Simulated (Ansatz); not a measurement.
Write a Python script for the Python package of Ansatz (0.2.0) that makes a rigid scan of one bond angle of C2H4SSi, SMILES C#CS[SiH3]. Use (for the species named): PBE0, def2-SVP basis, multiplicity 1.

```
atom    x (Å)    y (Å)    z (Å)
   C   2.1795   1.1160   0.0900
   C   1.4360   0.2248   0.3790
   S   0.4531  -1.0941   0.8033
  Si  -1.3183  -0.6457  -0.1221
   H   2.7529   1.9786  -0.2030
   H  -1.9210   0.6432   0.4083
   H  -1.1746  -0.5492  -1.5838
   H  -2.3156  -1.7309   0.1726
```

The script, `bend.py`:
```python
import ansatz as az
from ase import Atoms

atoms = Atoms(["C", "C", "S", "Si", "H", "H", "H", "H"], positions=[
    (2.1795, 1.116, 0.09),
    (1.436, 0.2248, 0.379),
    (0.4531, -1.0941, 0.8033),
    (-1.3183, -0.6457, -0.1221),
    (2.7529, 1.9786, -0.203),
    (-1.921, 0.6432, 0.4083),
    (-1.1746, -0.5492, -1.5838),
    (-2.3156, -1.7309, 0.1726),
])

first = (
    az.Crystal.molecule_from_ase(atoms).calculation()
    .basis(gaussian="def2-SVP")
    .functional("pbe0")
    .relax(force_tolerance=0.02, max_steps=80)
)
atoms.positions = first.run().report["positions_ang"]

rows = []
for angle in [90, 100, 110, 120, 135, 150, 165, 179]:
    bent = atoms.copy()
    bent.set_angle(3, 2, 1, angle, indices=[0, 1, 4])
    job = az.Crystal.molecule_from_ase(bent).calculation().basis(gaussian="def2-SVP").correlation("MP2")
    rows.append((angle, job.run().report["free_energy_ev"]))
floor = min(e for _, e in rows)
for angle, e in rows:
    print(f"angle Si3-S2-C1 = {angle:3d} deg   {1000 * (e - floor):9.1f} meV")
```

```console
$ python bend.py
angle Si3-S2-C1 =  90 deg        22.5 meV
angle Si3-S2-C1 = 100 deg         0.0 meV
angle Si3-S2-C1 = 110 deg        98.9 meV
angle Si3-S2-C1 = 120 deg       305.9 meV
angle Si3-S2-C1 = 135 deg       778.3 meV
angle Si3-S2-C1 = 150 deg      1359.9 meV
angle Si3-S2-C1 = 165 deg      1895.2 meV
angle Si3-S2-C1 = 179 deg      2154.9 meV
```

Reading the output:
- The scan is rigid, and the energies are electronic, in a modest basis. The zero is the lowest point of the grid, which needn't be the minimum.
- The start is relaxed with a density functional and scanned with the wavefunction method, so it isn't exactly that method's minimum.
- Wall time of the script: 34 s on 1 thread of Arm Neoverse V1, with other jobs on the host, peak memory 0.24 GiB.
